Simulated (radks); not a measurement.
# F⁺ in [He] 2s2 2p4: an all-electron calculation

An exercise on one series of results from a longer session: the logs are not shown, and one member is left open.

The numbers are computed with radks (a radial shooting solver on a logarithmic mesh, Libxc functionals) version 1 (Dirac Kohn-Sham, BP86, spin-unpolarised, spherical densities, point nucleus; open shells are shared between the two j in proportion to 2j + 1), except any that are marked as measured or tabulated.

## The atom as given

| Property | Result |
| --- | --- |
| element | fluorine (Z = 9) |
| charge | +1 |
| electrons | 8 |
| configuration | [He] 2s2 2p4 |

Outer shells as boxes (Hund's rule):

F⁺
```
[He] core
2s [↑↓]
2p [↑↓][↑ ][↑ ]
```

The first run:

Input:

```text
Z 9
configuration [He] 2s2 2p4
relativity Dirac
functional b88,p86
spin unpolarised
j_filling average
nucleus point
c 137.035999084
```

One table of the session follows, with a row left open; its other results are not shown here.

It belongs to the step «Shells». Sizes of the orbitals, from the radial functions (bohr):

```
level     <r>  outermost maximum (interpolated)  90 % within
1s1/2  0.1762                             0.114        0.315
2s1/2       ?                                 ?            ?
2p1/2  0.9802                             0.680         1.68
2p3/2  0.9819                             0.681         1.68
```

Estimate the missing values for 2s1/2.

As computed: <r>: 0.9613; outermost maximum (interpolated): 0.752; 90 % within: 1.53. In the column «<r>» it lies between 1s1/2 (0.1762) and 2p1/2 (0.9802).

To keep in mind: Spin polarisation and multiplet splitting are left out.
